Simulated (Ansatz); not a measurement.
# CH₄OZn, SMILES O[CH2][ZnH]: a relaxed scan of one distance

Program: the Ansatz DFT code, driven from Python.

`ch4ozn.xyz`
```text
7

O    -1.14640    0.36350   -0.68100
C    -0.14190    0.38830    0.21580
Zn    1.55130   -0.39290   -0.16840
H    -1.30620   -0.53590   -0.88240
H    -0.51920    0.60230    1.21760
H     0.60790    1.17680   -0.07020
H     1.01580   -1.67010    0.32290
```

Run as a notebook:

In [1]:
```python
import ansatz as az
import numpy as np
```

In [2]:
```python
molecule = az.Crystal.molecule_from_extxyz("ch4ozn.xyz")

model = (
    molecule.calculation()
    .basis(gaussian="def2-SVP")
    .functional("B3LYP", dispersion="d4")
)
symbols = [site.symbol for site in molecule.cartesian_sites]
pairs = [(0, 1), (0, 3), (1, 2), (1, 4), (1, 5), (2, 5)]
print("held (A)   E (eV)        ", "  ".join(f"{symbols[i]}{i}-{symbols[j]}{j}" for i, j in pairs))
for length in [1.0, 1.09, 1.18, 1.31, 1.47]:
    data = model.relax(constraints=[az.DistanceConstraint((1, 4), at=length)], force_tolerance=0.02, max_steps=60).run(threads=1, backend="cpu").report
    xyz = np.array(data["positions_ang"])
    print(f"{length:6.2f} {data['free_energy_ev']:14.5f}  ", "  ".join(f"{np.linalg.norm(xyz[i] - xyz[j]):.3f}" for i, j in pairs))
```
```text
held (A)   E (eV)         O0-C1  O0-H3  C1-Zn2  C1-H4  C1-H5  Zn2-H5
DeckWarning: relax.constraints: the input's atoms, or those drawn, lie off the distances that are held; a relaxation that starts there is brought onto them ahead of its first SCF, by positions alone, an atom by 4.58e-2 Å at the most. With the symmetry [...]
  1.00   -51559.68528   1.436  0.965  1.994  1.000  1.105  2.532
  1.09   -51559.90951   1.431  0.965  1.993  1.090  1.105  2.536
  1.18   -51559.85524   1.424  0.965  1.990  1.180  1.105  2.544
  1.31   -51559.52757   1.411  0.964  1.986  1.310  1.104  2.560
  1.47   -51558.99096   1.393  0.964  1.973  1.470  1.102  2.585
```

Reading the output:
- Total energies depend on the basis set; only differences at equal settings carry meaning.
- Warnings are shown shortened and without file and line.
- The energies are electronic: no zero-point or thermal terms, and the basis set is short of its limit.
- b3lyp holds the VWN-RPA fit, as in Gaussian; the form of ORCA and Turbomole is b3lyp5.
- Timing: 2.8 min on 1 thread of Arm Neoverse V2 (shared host), peak memory 0.22 GiB.
